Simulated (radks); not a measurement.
**Ionisation of Au: one atom, several choices of relativity**

The task here is to estimate one member of a computed series from the others.

Method: Kohn-Sham, PBE, spin-unpolarised, spherical densities. Code: radks (a radial shooting solver on a logarithmic mesh, Libxc functionals) version 1.

2 further runs of the same task are left out: 2 set aside as unsound or not needed.

## The atom as given

* element: gold (Z = 79)
* charge: 0
* electrons: 79
* configuration: [Xe] 4f14 5d10 6s1
* ion: Au⁺, [Xe] 4f14 5d10
* choices: non-relativistic; scalar-relativistic; Dirac, 2j+1 shares; scalar-relativistic, finite nucleus; Dirac, 2j+1 shares, finite nucleus; Dirac, c × 10; Dirac, c × 0.75; Dirac, c × 100

Outer shells as boxes (Hund's rule):

Au
```
[Xe] core
4f [↑↓][↑↓][↑↓][↑↓][↑↓][↑↓][↑↓]
5d [↑↓][↑↓][↑↓][↑↓][↑↓]
6s [↑ ]
```

Au⁺
```
[Xe] core
4f [↑↓][↑↓][↑↓][↑↓][↑↓][↑↓][↑↓]
5d [↑↓][↑↓][↑↓][↑↓][↑↓]
```

Set-up of the first run:

The run's settings:

```text
Z 79
configuration [Xe] 4f14 5d10 6s1
relativity non-relativistic
functional pbe,pbe
spin unpolarised
nucleus point
```

Steps of the session up to this table: non-relativistic: Au.

One table of the session follows, with a row left open; its other results are not shown here.

It belongs to the step «non-relativistic: Au». Sizes of the orbitals, from the radial functions (bohr):

| level | <r> | outermost maximum (interpolated) | 90 % within | nodes |
| --- | --- | --- | --- | --- |
| 4s | 0.4487 | 0.421 | 0.641 | 3 |
| 4p | 0.4528 | 0.421 | 0.655 | 2 |
| 4d | 0.4609 | 0.413 | 0.686 | 1 |
| 4f | 0.4867 | 0.370 | 0.778 | 0 |
| 5s | 1.028 | 0.936 | 1.47 | 4 |
| 5p | ? | ? | ? | ? |
| 5d | 1.577 | 1.20 | 2.49 | 2 |
| 6s | 3.374 | 2.69 | 5.15 | 5 |

Q: Estimate the row for 5p from the others.

As computed: <r>: 1.120; outermost maximum (interpolated): 0.993; 90 % within: 1.63; nodes: 3. In the column «<r>» it lies between 5s (1.028) and 5d (1.577).

Limits of these values: Spin polarisation and multiplet splitting of open shells are left out at every level.
